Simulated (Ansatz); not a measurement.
# LaCuS2: how the settings move a single-point run

How sensitive is a single-point run of LaCuS2 to its settings? A reference run comes first, then six runs with altered input. The cell is built on a prototype (ordering on rocksalt) and needn't be the phase found in nature.

Program: Ansatz 0.2.0. Level of theory: reference: DFT, PBEsol, plane waves, PAW. These are calculated values, not measurements.

1 further run of the same task is left out (for a known fault of the program). Runs told in other sessions of the task aren't counted.

## 1. The starting structure

The structure is tetragonal, space group P4/mmm (No. 123). Conventional cell: a = 4.052 Å, b = 4.052 Å, c = 5.512 Å, α = 90.00°, β = 90.00°, γ = 90.00°. Cu (site symmetry 4/mmm) has 6 S at 2.76 to 2.87 Å in its first shell of neighbours. S (site symmetry 4/mmm) is surrounded by 2 Cu at 2.76 Å and 4 La at 2.87 Å. La (site symmetry 4/mmm) has 6 S at 2.76 to 2.87 Å in its first shell of neighbours. S (site symmetry 4/mmm) has 2 La at 2.76 Å and 4 Cu at 2.87 Å in its first shell of neighbours.

Coordinates:

```xyz
4
Lattice="4.0520 0.0000 0.0000 0.0000 4.0520 0.0000 0.0000 0.0000 5.5122" Properties=species:S:1:pos:R:3 pbc="T T T"
Cu    0.0000    0.0000    0.0000
S     0.0000    0.0000    2.7561
La    2.0260    2.0260    2.7561
S     2.0260    2.0260    0.0000
```

## 2. The reference run

input.yaml reads:

```yaml
crystal:
  lattice:
    - [4.0520135792, 0.0, 0.0]
    - [0.0, 4.0520135792, 0.0]
    - [0.0, 0.0, 5.5122015137]
  atoms:
    - { symbol: Cu, position: [0.0, 0.0, 0.0] }
    - { symbol: S, position: [0.0, 0.0, 0.5] }
    - { symbol: La, position: [0.5, 0.5, 0.5] }
    - { symbol: S, position: [0.5, 0.5, 0.0] }
kpoints:
  mp_grid: { grid: [4, 4, 4] }
hamiltonian:
  xc: pbesol
scf:
  occupations: { method: fermi_dirac, width: 0.02 }
  n_extra_bands: 5
output:
  forces: true
  stress: true
  eigenvalues: true
```

On the command line:

```bash
> ansatz run input.yaml --threads 4 --pin off --max-ram 3686MiB --backend cpu --events-out ev --progress --plain --runs-dir out
```

## 3. Changed: occupations.method cold, occupations.width 0.2

input.yaml: that of step 2 with these lines changed.

```diff
@@ -15,3 +15,3 @@
 scf:
-  occupations: { method: fermi_dirac, width: 0.02 }
+  occupations: { method: cold, width: 0.2 }
   n_extra_bands: 5
```

## 4. Variant: ecutwfc 600

input.yaml: that of step 2 with these lines changed.

```diff
@@ -21 +21,3 @@
   eigenvalues: true
+basis:
+  ecutwfc: 600
```

## 5. Changing settings: occupations.width 0.05

input.yaml: that of step 2 with these lines changed.

```diff
@@ -15,3 +15,3 @@
 scf:
-  occupations: { method: fermi_dirac, width: 0.02 }
+  occupations: { method: fermi_dirac, width: 0.05 }
   n_extra_bands: 5
```

## 6. Variant: ecutrho_ratio 8

input.yaml: that of step 2 with these lines changed.

```diff
@@ -17,2 +17,3 @@
   n_extra_bands: 5
+  max_iter: 58
 output:
@@ -21 +22,3 @@
   eigenvalues: true
+basis:
+  ecutrho_ratio: 8
```

## 7. Variant: mixing.beta 0.05

input.yaml: that of step 2 with these lines changed.

```diff
@@ -17,2 +17,4 @@
   n_extra_bands: 5
+  mixing: { beta: 0.05 }
+  max_iter: 66
 output:
```

## 8. Variant: xc_grid 1

input.yaml: that of step 2 with these lines changed.

```diff
@@ -21 +21,3 @@
   eigenvalues: true
+basis:
+  xc_grid: 1
```

Q: Predict the outcome of this session. Wanted: for each run, ending; energy change; pressure; gap; force.

The runs gave:

```csv
run,ending,energy change,pressure (GPa),gap (eV),force (eV/Å),cycles,time
reference,converged,0,-3.3,0.00,0.00,9,2 s
"1: occupations.method cold, occupations.width 0.2",converged,-0.2 meV/atom (σ→0),-3.4,0.00,0.00,9,1.9 s
2: ecutwfc 600,converged,-1.0 meV/atom,-3.3,0.00,0.00,9,3 s
3: occupations.width 0.05,converged,-0.4 meV/atom (σ→0),-3.3,0.00,0.00,9,1.9 s
4: ecutrho_ratio 8,converged,0.0 meV/atom,-3.3,0.00,0.00,9,2.1 s
5: mixing.beta 0.05,converged,0.0 meV/atom,-3.3,0.00,0.00,10,2 s
6: xc_grid 1,converged,0.0 meV/atom,-3.3,0.00,0.00,9,1.9 s
```

Residual by cycle in the longest SCF loop of each run; runs are numbered as in the table. The quantity is the density residual dr2, in eV.

```csv
cycle,reference,run 1,run 2,run 3,run 4,run 5,run 6
1,0.152,0.163,0.15,0.16,0.152,0.152,0.152
2,0.018,0.0232,0.0177,0.0213,0.018,0.115,0.018
3,0.0116,0.0137,0.0113,0.0122,0.0116,0.0184,0.0116
4,0.00149,0.00246,0.00148,0.00158,0.00149,0.00574,0.00149
5,1.4e-4,2.0e-4,1.3e-4,1.5e-4,1.4e-4,0.00129,1.4e-4
6,1.4e-5,2.6e-5,1.3e-5,1.3e-5,1.4e-5,1.8e-4,1.4e-5
7,3.4e-6,2.7e-6,3.7e-6,1.9e-6,3.4e-6,2.3e-5,3.4e-6
8,2.0e-7,2.3e-7,2.0e-7,1.5e-7,2.0e-7,1.9e-5,2.0e-7
9,4.0e-8,2.2e-8,4.5e-8,1.2e-8,4.0e-8,2.8e-7,4.0e-8
10,-,-,-,-,-,7.6e-8,-
```

The pressure spans -3.4 to -3.3 GPa over the reference and the converged variants.
